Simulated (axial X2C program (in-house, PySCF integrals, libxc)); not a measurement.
# FSnF⁺: bond lengths and stretches, held linear

An exercise on one series of results from a longer session: the logs are not shown, and one member is left open.

The runs use an in-house X2C program for linear molecules on PySCF integrals; all-electron X2C, two-component (2c) or spin-free, F dyall-av3z, Sn dyall-v3z.

All values are calculated.

1 further run of the same task is left out (set aside as unsound or not needed).

The first run:

task.json

```json
{"zs": [9, 50, 9], "q": 1, "bas": ["dyall-av3z", "dyall-v3z", "dyall-av3z"], "r0": [2.04, 2.04], "symm": 1, "scan": ["PBE0", "HF", "r2SCAN"], "levels": ["PBE0", "HF", "r2SCAN"], "nst": 2}
```

Keys: zs atomic numbers; q charge; bas basis sets; r0 starting distance in Å; symm equal bonds; scan levels of the two-bond scan; levels methods; nst determinants followed.

On the command line:

```bash
> python solin.py task.json out
```

Masses F 18.998, Sn 119.902, F 18.998 u.

Among the steps run: Scan at PBE0, 2c; Scan at r2SCAN, 2c; Scan at PBE0, spin-free.

One table of the session follows, with a row left open; its other results are not shown here.

| level | upper stretch (cm⁻¹) |
| --- | --- |
| PBE0, 2c | 558.8 |
| r2SCAN, 2c | 570.4 |
| PBE0, spin-free | ? |
| r2SCAN, spin-free | 570.7 |

**Question.** Estimate the row for PBE0, spin-free.

**Answer.** upper stretch (cm⁻¹): 559.3. In the column «upper stretch (cm⁻¹)» it lies between PBE0, 2c (558.8) and r2SCAN, 2c (570.4).

Scans not shown above were run alike.

The molecule was held linear; bending was not examined, so a bent shape may lie lower.
